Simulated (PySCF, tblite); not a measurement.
# C5H4F3NS: a rotation path, then NMR shifts on frames, part 2 of 2

tblite 0.8.0 and PySCF 2.14.0. Atoms count from 0. Earlier steps stand in the parts before.

## Step 5: NMR shieldings: image 4, PBE0/pcSseg-1

What the job is given:

```
{"job": {"kind": "nmr", "xc": "PBE0", "basis": "pcSseg-1", "pop": false}, "charge": 0, "multiplicity": 1}
C     -2.584900     0.059400     0.298900
C     -1.169400     0.290900    -0.073800
C     -0.043500    -0.395900     0.296100
C      1.093600     0.187600    -0.301600
C      2.496400    -0.296300    -0.103200
F      3.402100     0.410400    -0.776600
F      2.641700    -1.581100    -0.480200
F      2.856100    -0.253200     1.194400
N      0.876800     1.229100    -1.065600
S     -0.700600     1.584000    -1.122500
H     -2.671400    -0.805200     0.951400
H     -2.987400     0.932200     0.811500
H     -3.188900    -0.108700    -0.591500
H     -0.021300    -1.253700     0.940600
```

Level: GIAO PBE0/pcSseg-1 NMR shielding, non-relativistic, gas phase.

Output:

```text
coarse grid: 13856 points
cycle   1  E = -944.4086477115  dE =  1.964e+00  |g| = 9.160e-01  |ddm| = 3.924e+00
cycle   2  E = -944.2634173354  dE =  1.452e-01  |g| = 1.363e+00  |ddm| = 1.313e+00
cycle   3  E = -944.5543856008  dE = -2.910e-01  |g| = 1.008e-01  |ddm| = 7.700e-01
cycle   4  E = -944.5550423707  dE = -6.568e-04  |g| = 8.164e-02  |ddm| = 1.475e-01
cycle   5  E = -944.5565829194  dE = -1.541e-03  |g| = 1.926e-02  |ddm| = 1.070e-01
cycle   6  E = -944.5566586054  dE = -7.569e-05  |g| = 6.131e-03  |ddm| = 2.229e-02
cycle   7  E = -944.5566664909  dE = -7.886e-06  |g| = 2.220e-03  |ddm| = 7.529e-03
final grid: 135080 points
cycle   8  E = -944.6352984166  dE = -3.405e-05  |g| = 1.144e-02  |ddm| = 3.598e-02
cycle   9  E = -944.6352437973  dE =  5.462e-05  |g| = 1.893e-02  |ddm| = 2.983e-02
cycle  10  E = -944.6353282682  dE = -8.447e-05  |g| = 1.897e-03  |ddm| = 2.011e-02
cycle  11  E = -944.6353291529  dE = -8.846e-07  |g| = 4.754e-04  |ddm| = 2.047e-03
cycle  12  E = -944.6353291979  dE = -4.505e-08  |g| = 2.404e-04  |ddm| = 7.427e-04
cycle  13  E = -944.6353292106  dE = -1.264e-08  |g| = 8.005e-05  |ddm| = 2.876e-04
cycle  14  E = -944.6353292118  dE = -1.273e-09  |g| = 1.849e-05  |ddm| = 7.807e-05
cycle  15  E = -944.6353292119  dE = -7.685e-11  |g| = 3.742e-06  |ddm| = 2.062e-05
converged SCF energy = -944.6353292119

GIAO shielding tensors (ppm)
atom      isotropic    diamagn.    paramagn.     s11        s22        s33       span
  0 C      171.188     243.988     -72.799    154.738    169.467    189.360     34.622
  1 C        6.175     267.343    -261.168    -80.848    -22.547    121.919    202.767
  2 C       61.004     252.981    -191.977    -16.124     55.833    143.303    159.427
  3 C       25.047     260.347    -235.301    -49.537     25.366     99.311    148.848
  4 C       57.230     239.274    -182.044     47.567     53.549     70.573     23.006
  5 F      265.112     466.410    -201.297    190.428    264.547    340.362    149.934
  6 F      240.948     473.338    -232.390    159.904    227.018    335.924    176.020
  7 F      239.115     473.406    -234.291    157.848    225.089    334.408    176.560
  8 N      -79.911     328.940    -408.851   -344.240   -117.907    222.414    566.654
  9 S      110.971    1058.069    -947.098    -64.020    186.079    210.853    274.873
 10 H       28.894      28.769       0.125     23.393     28.216     35.073     11.680
 11 H       28.877      27.292       1.585     23.954     27.386     35.291     11.337
 12 H       28.877      27.287       1.590     23.914     27.462     35.255     11.340
 13 H       24.357      33.874      -9.517     21.316     23.660     28.095      6.780
```

It took 51 s on 1 thread of Arm Neoverse N1, shared host; peak memory 0.88 GiB.

Key values: δ C1 180.8, C3 161.9, C4 129.7, C2 125.9, H13 7.36, H11 2.84 ppm.

## Step 6: Shielding tensors: image 6, PBE0/pcSseg-1

What the job is given:

```
{"job": {"kind": "nmr", "xc": "PBE0", "basis": "pcSseg-1", "pop": false}, "charge": 0, "multiplicity": 1}
C     -2.580500     0.093700     0.334700
C     -1.173100     0.276300    -0.091900
C     -0.039500    -0.355500     0.346500
C      1.087000     0.150100    -0.335100
C      2.496000    -0.301100    -0.104800
F      3.399400     0.649900    -0.349100
F      2.826800    -1.356800    -0.872000
F      2.683000    -0.694700     1.167500
N      0.855100     1.080700    -1.227900
S     -0.724300     1.422300    -1.307000
H     -2.650500    -0.679800     1.094900
H     -2.976200     1.024500     0.739100
H     -3.200900    -0.188700    -0.514500
H     -0.002900    -1.121500     1.097400
```

With the program's defaults for keys left out, this is: GIAO PBE0/pcSseg-1 NMR shielding, non-relativistic, gas phase.

Output:

```text
coarse grid: 13856 points
cycle   1  E = -944.4088525728  dE =  1.964e+00  |g| = 9.152e-01  |ddm| = 3.921e+00
cycle   2  E = -944.2642484908  dE =  1.446e-01  |g| = 1.361e+00  |ddm| = 1.305e+00
cycle   3  E = -944.5543730172  dE = -2.901e-01  |g| = 1.008e-01  |ddm| = 7.681e-01
cycle   4  E = -944.5550216530  dE = -6.486e-04  |g| = 8.192e-02  |ddm| = 1.486e-01
cycle   5  E = -944.5565743867  dE = -1.553e-03  |g| = 1.940e-02  |ddm| = 1.078e-01
cycle   6  E = -944.5566512281  dE = -7.684e-05  |g| = 6.249e-03  |ddm| = 2.259e-02
cycle   7  E = -944.5566595339  dE = -8.306e-06  |g| = 2.220e-03  |ddm| = 7.693e-03
final grid: 135080 points
cycle   8  E = -944.6352721510  dE = -3.285e-05  |g| = 1.145e-02  |ddm| = 3.400e-02
cycle   9  E = -944.6352176902  dE =  5.446e-05  |g| = 1.884e-02  |ddm| = 3.002e-02
cycle  10  E = -944.6353023609  dE = -8.467e-05  |g| = 1.853e-03  |ddm| = 2.026e-02
cycle  11  E = -944.6353031986  dE = -8.378e-07  |g| = 4.701e-04  |ddm| = 1.994e-03
cycle  12  E = -944.6353032428  dE = -4.413e-08  |g| = 2.377e-04  |ddm| = 7.270e-04
cycle  13  E = -944.6353032551  dE = -1.229e-08  |g| = 8.142e-05  |ddm| = 2.873e-04
cycle  14  E = -944.6353032564  dE = -1.319e-09  |g| = 1.865e-05  |ddm| = 8.114e-05
cycle  15  E = -944.6353032565  dE = -7.572e-11  |g| = 3.678e-06  |ddm| = 2.073e-05
converged SCF energy = -944.6353032565

GIAO shielding tensors (ppm)
atom      isotropic    diamagn.    paramagn.     s11        s22        s33       span
  0 C      171.234     243.995     -72.761    154.758    169.580    189.363     34.605
  1 C        6.622     267.342    -260.720    -81.337    -21.923    123.125    204.461
  2 C       60.633     253.374    -192.741    -16.369     55.980    142.288    158.657
  3 C       24.399     260.226    -235.828    -50.490     25.076     98.611    149.101
  4 C       57.538     238.566    -181.028     47.232     55.032     70.351     23.120
  5 F      256.419     467.001    -210.582    182.180    250.164    336.911    154.731
  6 F      236.043     470.874    -234.830    150.695    228.796    328.640    177.945
  7 F      251.812     474.563    -222.751    175.454    229.164    350.818    175.364
  8 N      -81.239     329.280    -410.519   -348.876   -118.276    223.435    572.310
  9 S      102.371    1058.099    -955.728    -73.097    178.302    201.908    275.004
 10 H       28.892      28.798       0.094     23.373     28.229     35.074     11.701
 11 H       28.882      27.313       1.568     23.963     27.379     35.303     11.340
 12 H       28.872      27.289       1.583     23.880     27.474     35.262     11.381
 13 H       24.330      34.031      -9.701     21.089     23.654     28.248      7.159
```

Wall time 50 s (1 thread of Arm Neoverse N1, shared host); peak memory 0.88 GiB.

This run: δ C1 180.3, C3 162.5, C4 129.4, C2 126.3, H13 7.39, H12 2.84 ppm.

## Step 7: Shielding tensors: image 8, PBE0/pcSseg-1

What the job is given:

```
{"job": {"kind": "nmr", "xc": "PBE0", "basis": "pcSseg-1", "pop": false}, "charge": 0, "multiplicity": 1}
C     -2.574500     0.130700     0.365500
C     -1.176100     0.269700    -0.106100
C     -0.034100    -0.295300     0.396200
C      1.079300     0.107000    -0.367400
C      2.493300    -0.316200    -0.110700
F      3.303400     0.720300     0.147600
F      3.031200    -0.976700    -1.145900
F      2.579200    -1.136800     0.949800
N      0.831400     0.911100    -1.373500
S     -0.750100     1.240200    -1.472100
H     -2.617400    -0.526700     1.230000
H     -2.982500     1.102400     0.640600
H     -3.202100    -0.282300    -0.423100
H      0.018400    -0.947800     1.246800
```

Method: GIAO PBE0/pcSseg-1 NMR shielding, non-relativistic, gas phase.

Output:

```text
coarse grid: 13856 points
cycle   1  E = -944.4085567895  dE =  1.963e+00  |g| = 9.146e-01  |ddm| = 3.924e+00
cycle   2  E = -944.2645814686  dE =  1.440e-01  |g| = 1.358e+00  |ddm| = 1.294e+00
cycle   3  E = -944.5538990777  dE = -2.893e-01  |g| = 1.012e-01  |ddm| = 7.653e-01
cycle   4  E = -944.5545411451  dE = -6.421e-04  |g| = 8.253e-02  |ddm| = 1.501e-01
cycle   5  E = -944.5561184315  dE = -1.577e-03  |g| = 1.963e-02  |ddm| = 1.093e-01
cycle   6  E = -944.5561970475  dE = -7.862e-05  |g| = 6.397e-03  |ddm| = 2.304e-02
cycle   7  E = -944.5562058847  dE = -8.837e-06  |g| = 2.218e-03  |ddm| = 7.891e-03
final grid: 135080 points
cycle   8  E = -944.6353586956  dE = -3.649e-05  |g| = 1.133e-02  |ddm| = 3.473e-02
cycle   9  E = -944.6353064871  dE =  5.221e-05  |g| = 1.858e-02  |ddm| = 2.949e-02
cycle  10  E = -944.6353880449  dE = -8.156e-05  |g| = 1.843e-03  |ddm| = 1.985e-02
cycle  11  E = -944.6353888723  dE = -8.274e-07  |g| = 4.992e-04  |ddm| = 2.048e-03
cycle  12  E = -944.6353889232  dE = -5.092e-08  |g| = 2.455e-04  |ddm| = 7.709e-04
cycle  13  E = -944.6353889365  dE = -1.332e-08  |g| = 8.105e-05  |ddm| = 2.943e-04
cycle  14  E = -944.6353889378  dE = -1.314e-09  |g| = 1.878e-05  |ddm| = 8.070e-05
cycle  15  E = -944.6353889379  dE = -7.844e-11  |g| = 3.904e-06  |ddm| = 2.025e-05
converged SCF energy = -944.6353889379

GIAO shielding tensors (ppm)
atom      isotropic    diamagn.    paramagn.     s11        s22        s33       span
  0 C      171.210     244.017     -72.807    154.727    169.562    189.341     34.614
  1 C        7.233     267.396    -260.163    -81.818    -20.988    124.506    206.324
  2 C       60.192     253.719    -193.526    -16.698     56.338    140.938    157.636
  3 C       23.694     260.064    -236.370    -51.829     24.718     98.194    150.023
  4 C       57.877     237.893    -180.016     47.384     56.244     70.003     22.619
  5 F      241.936     468.509    -226.573    161.388    233.784    330.635    169.246
  6 F      242.021     468.502    -226.482    161.573    233.806    330.683    169.110
  7 F      260.547     474.587    -214.040    183.955    236.526    361.160    177.205
  8 N      -82.782     329.647    -412.429   -354.209   -118.098    223.959    578.168
  9 S       93.226    1058.117    -964.891    -83.136    169.496    193.318    276.454
 10 H       28.884      28.862       0.022     23.326     28.271     35.053     11.727
 11 H       28.877      27.306       1.571     23.933     27.391     35.307     11.374
 12 H       28.878      27.319       1.559     23.908     27.424     35.301     11.393
 13 H       24.297      34.236      -9.939     20.829     23.619     28.442      7.613
```

Wall time 50 s (1 thread of Arm Neoverse N1, shared host); peak memory 0.88 GiB.

This run: δ C1 179.7, C3 163.2, C4 129.0, C2 126.7, H13 7.42, H11 2.84 ppm.

## Step 8: Side by side: NMR shifts

Shifts (ppm) of some atoms, chosen among heavy atoms and hydrogens apart, with basis size and wall time:

```csv
frame,H13,H10,F7,F5,F6,N8,S9,functions,time
image 0,7.42,2.84,-70.9,-71.0,-89.8,350.5,410,197,62 s
image 2,7.38,2.82,-64.0,-85.4,-82.6,349.0,402,197,51 s
image 4,7.36,2.82,-68.2,-94.2,-70.0,347.6,393,197,51 s
image 6,7.39,2.82,-80.9,-85.5,-65.1,349.0,401,197,50 s
image 8,7.42,2.83,-89.6,-71.0,-71.1,350.5,411,197,50 s
```

## Step 9: Summary of results

The summary covers parts 1 to 2.

| quantity | value |
| --- | --- |
| barrier | 0.003 eV (0.1 kcal/mol) at image 4 |
| end to end (GFN2-xTB) | 0.000 eV |
| 13C shifts against TMS (PBE0/pcSseg-1, image 0) | 179.7, 163.2, 129.0, 126.7, 15.8 ppm |
| 1H shifts against TMS (PBE0/pcSseg-1, image 0) | 7.42, 2.85, 2.84, 2.84 ppm |
| 19F shifts against CFCl3 (PBE0/pcSseg-1, image 0) | -70.9, -71.0, -89.8 ppm |
| 15N shifts against NH3 (PBE0/pcSseg-1, image 0) | 350.5 ppm |
| 33S shifts against CS2 (PBE0/pcSseg-1, image 0) | 410 ppm |
| surface potential, 1st and 99th percentile | -1.42 V and 1.38 V |
| range of the shift of F7 | -89.6 to -64.0 ppm |

Along the band the dihedral turns by 120°, and the top (dihedral -60°) lies 0.1 kcal/mol above the start (GFN2-xTB, rough), so at room temperature this motion is fast. The top was not checked by a frequency run. Shifts at one fixed geometry are not the observed spectrum, which averages over the motion. In the first frame run (image 0): Shielding is most anisotropic at N8 (span 578 ppm, paramagnetic term -412 ppm). NICS(1)zz of -27 ppm above the planar ring from C1 marks a diatropic (aromatic) ring current. At PBE0/pcSseg-1, counted by nearest atom on the grid, the HOMO lies on C1 27 %; N8 24 %, the LUMO on N8 25 %; C1 22 %. Across the 5 runs the shift of F7 moves most, between -89.6 (image 8) and -64.0 ppm (image 2).
